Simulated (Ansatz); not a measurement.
**Cu started on a Ti site and an O vacancy in rutile TiO2, 71 atoms, charge −1**

How does the host give way around this defect, what does it cost to form, and which levels does it put into the gap? The levels of theory are PBEsol, HSE06 and r²SCAN.

Program: Ansatz 0.2.0, PAW, plane waves. These are calculated values, not measurements.

**1. The starting cell**

71 atoms (23 Ti, 1 Cu, 47 O); a = 9.183 Å, b = 9.183 Å, c = 8.817 Å, α = 90.00°, β = 90.00°, γ = 90.00°. All atoms were shaken off their sites by about 0.02 Å along each axis. Defect site 1: (0.500, 0.500, 0.333). Defect site 2: (0.098, 0.902, 0.833).

Steps to follow: (2) PBEsol relaxation at the single k point (¼, ¼, ¼), on 1 × NVIDIA H100 80GB HBM3 with 2 threads of AMD EPYC 7R13; (3) HSE06 single point at the single k point (¼, ¼, ¼), on 1 × NVIDIA H100 80GB HBM3 with 2 threads of AMD EPYC 7R13; (4) r²SCAN single point at the single k point (¼, ¼, ¼), on 1 × NVIDIA H100 80GB HBM3 with 2 threads of AMD EPYC 7R13.

**2. Relaxing the atoms with PBEsol**

Contents of in.yaml:

```yaml
crystal:
  lattice:
    - [9.182828, 0.000000, 0.000000]
    - [0.000000, 9.182828, 0.000000]
    - [0.000000, 0.000000, 8.816612]
  atoms:
    - { symbol: Ti, position: [0.998660, 0.999114, 0.994574] }
    - { symbol: Ti, position: [0.000629, 0.000006, 0.333205] }
    - { symbol: Ti, position: [0.997353, 0.001037, 0.667530] }
    - { symbol: Ti, position: [0.998882, 0.500205, 0.003462] }
    - { symbol: Ti, position: [0.997976, 0.502769, 0.335205] }
    - { symbol: Ti, position: [0.996427, 0.499080, 0.666698] }
    - { symbol: Ti, position: [0.502232, 0.998123, 0.003460] }
    - { symbol: Ti, position: [0.499868, 0.998839, 0.335632] }
    - { symbol: Ti, position: [0.498893, 0.000187, 0.665499] }
    - { symbol: Ti, position: [0.497311, 0.500242, 0.001045] }
    - { symbol: Ti, position: [0.500416, 0.498806, 0.664950] }
    - { symbol: Ti, position: [0.249813, 0.248511, 0.167418] }
    - { symbol: Ti, position: [0.246743, 0.246831, 0.502263] }
    - { symbol: Ti, position: [0.249133, 0.251865, 0.827830] }
    - { symbol: Ti, position: [0.251679, 0.749074, 0.159794] }
    - { symbol: Ti, position: [0.247893, 0.746541, 0.500212] }
    - { symbol: Ti, position: [0.250572, 0.747520, 0.837892] }
    - { symbol: Ti, position: [0.752809, 0.250358, 0.167595] }
    - { symbol: Ti, position: [0.748254, 0.251303, 0.499502] }
    - { symbol: Ti, position: [0.748122, 0.253604, 0.833660] }
    - { symbol: Ti, position: [0.750530, 0.750922, 0.166042] }
    - { symbol: Ti, position: [0.753253, 0.749496, 0.497655] }
    - { symbol: Ti, position: [0.752466, 0.748257, 0.832291] }
    - { symbol: Cu, position: [0.500163, 0.502816, 0.335789] }
    - { symbol: O, position: [0.154186, 0.154833, 0.001822] }
    - { symbol: O, position: [0.153337, 0.151925, 0.334624] }
    - { symbol: O, position: [0.152541, 0.151411, 0.666138] }
    - { symbol: O, position: [0.148344, 0.651800, 0.999328] }
    - { symbol: O, position: [0.154560, 0.653051, 0.332696] }
    - { symbol: O, position: [0.153492, 0.653296, 0.664481] }
    - { symbol: O, position: [0.650733, 0.155474, 0.000672] }
    - { symbol: O, position: [0.654084, 0.150321, 0.332410] }
    - { symbol: O, position: [0.652050, 0.149569, 0.660986] }
    - { symbol: O, position: [0.652163, 0.652281, 0.997110] }
    - { symbol: O, position: [0.652289, 0.650029, 0.337002] }
    - { symbol: O, position: [0.651952, 0.652584, 0.668271] }
    - { symbol: O, position: [0.343333, 0.347305, 0.999909] }
    - { symbol: O, position: [0.346265, 0.349334, 0.330809] }
    - { symbol: O, position: [0.347870, 0.344488, 0.667124] }
    - { symbol: O, position: [0.348304, 0.847115, 0.002982] }
    - { symbol: O, position: [0.347606, 0.845044, 0.335955] }
    - { symbol: O, position: [0.343670, 0.849222, 0.664718] }
    - { symbol: O, position: [0.848093, 0.348581, 0.998888] }
    - { symbol: O, position: [0.847750, 0.349431, 0.332966] }
    - { symbol: O, position: [0.849563, 0.345790, 0.666766] }
    - { symbol: O, position: [0.847268, 0.850718, 0.003328] }
    - { symbol: O, position: [0.848128, 0.848605, 0.331322] }
    - { symbol: O, position: [0.851084, 0.846683, 0.664727] }
    - { symbol: O, position: [0.098740, 0.400644, 0.166877] }
    - { symbol: O, position: [0.101270, 0.404240, 0.497406] }
    - { symbol: O, position: [0.096557, 0.406994, 0.837026] }
    - { symbol: O, position: [0.102301, 0.899775, 0.168090] }
    - { symbol: O, position: [0.101765, 0.899556, 0.496205] }
    - { symbol: O, position: [0.600197, 0.399444, 0.167380] }
    - { symbol: O, position: [0.601906, 0.402688, 0.498976] }
    - { symbol: O, position: [0.597480, 0.403328, 0.832750] }
    - { symbol: O, position: [0.600650, 0.902674, 0.163456] }
    - { symbol: O, position: [0.595522, 0.905668, 0.496344] }
    - { symbol: O, position: [0.594734, 0.904402, 0.835711] }
    - { symbol: O, position: [0.401161, 0.101476, 0.170256] }
    - { symbol: O, position: [0.401043, 0.094558, 0.500228] }
    - { symbol: O, position: [0.406077, 0.096320, 0.832612] }
    - { symbol: O, position: [0.403088, 0.593513, 0.165468] }
    - { symbol: O, position: [0.401849, 0.597365, 0.502566] }
    - { symbol: O, position: [0.403917, 0.600733, 0.830926] }
    - { symbol: O, position: [0.903792, 0.096261, 0.163139] }
    - { symbol: O, position: [0.902438, 0.095816, 0.499735] }
    - { symbol: O, position: [0.896363, 0.098649, 0.834799] }
    - { symbol: O, position: [0.900849, 0.599234, 0.166263] }
    - { symbol: O, position: [0.901570, 0.595518, 0.497364] }
    - { symbol: O, position: [0.900918, 0.599931, 0.836642] }
  symmetry: { detect: false }
kpoints:
  mp_grid: { grid: [1, 1, 1], shift: [0.25, 0.25, 0.25] }
hamiltonian:
  xc: pbesol
total_charge: -1
scf:
  occupations: { method: fermi_dirac, width: 0.01 }
relax:
  f_tol: 0.03
  max_steps: 80
  escape_saddle: false
  adjacent_minimum: "off"
output:
  forces: true
  eigenvalues: true
  populations: true
  charged_corrections: { epsilon: 100 }
  write_density: true
  write_potential: true
  elf: true
  volumetric_format: npy
```

On the command line:

```
$ ansatz run in.yaml --threads 2 --pin off --max-ram 30400MiB --runs-dir r --events-out ev --progress --plain --backend cuda --devices 0, --max-vram 18GiB
```

Further steps of the session: HSE06 on the final geometry; Single point with r²SCAN.

**Question.** What will these runs give? Wanted: for each run, formation energy; host gap; top filled to lowest empty.

The runs gave:

```
             level        time  formation energy (eV)  host gap (eV)  top filled to lowest empty (eV)
PBEsol, relaxation  40 s (GPU)                  11.63           1.83                             0.78
             HSE06  63 s (GPU)                  13.30           3.39                             1.58
            r²SCAN  15 s (GPU)                  12.55           2.21                             0.82
```

| quantity | value |
| --- | --- |
| relaxation | 9 recorded steps, 4.71 eV gained |
| largest shift | 0.34 Å (Ti1) |

**What this shows.** Relaxation gains 4.71 eV, with shifts up to 0.34 Å (Ti1). The formation energy at E_F = VBM goes from 11.63 eV (PBEsol) to 13.30 eV (HSE06), as the host gap goes from 1.83 to 3.39 eV. The reservoirs are the elements' reference phases; where the defect changes the composition, the value depends on that choice. r²SCAN puts 5 localised levels over 0.1 eV inside the gap, at 0.46 (filled), 0.61 (filled), 0.66 (filled), 1.64 (filled) eV (the lowest four), the tightest of them shared by about 1 atoms. The HSE06 single point took about 4.3 times as long as the r²SCAN one on the same kind of device. The host's edges were read at Γ, so band-like levels at this k point need not coincide with them. One k point and a cell of this size can leave errors of several tenths of an eV. The dielectric constant of 100 in the correction is an assumed value.
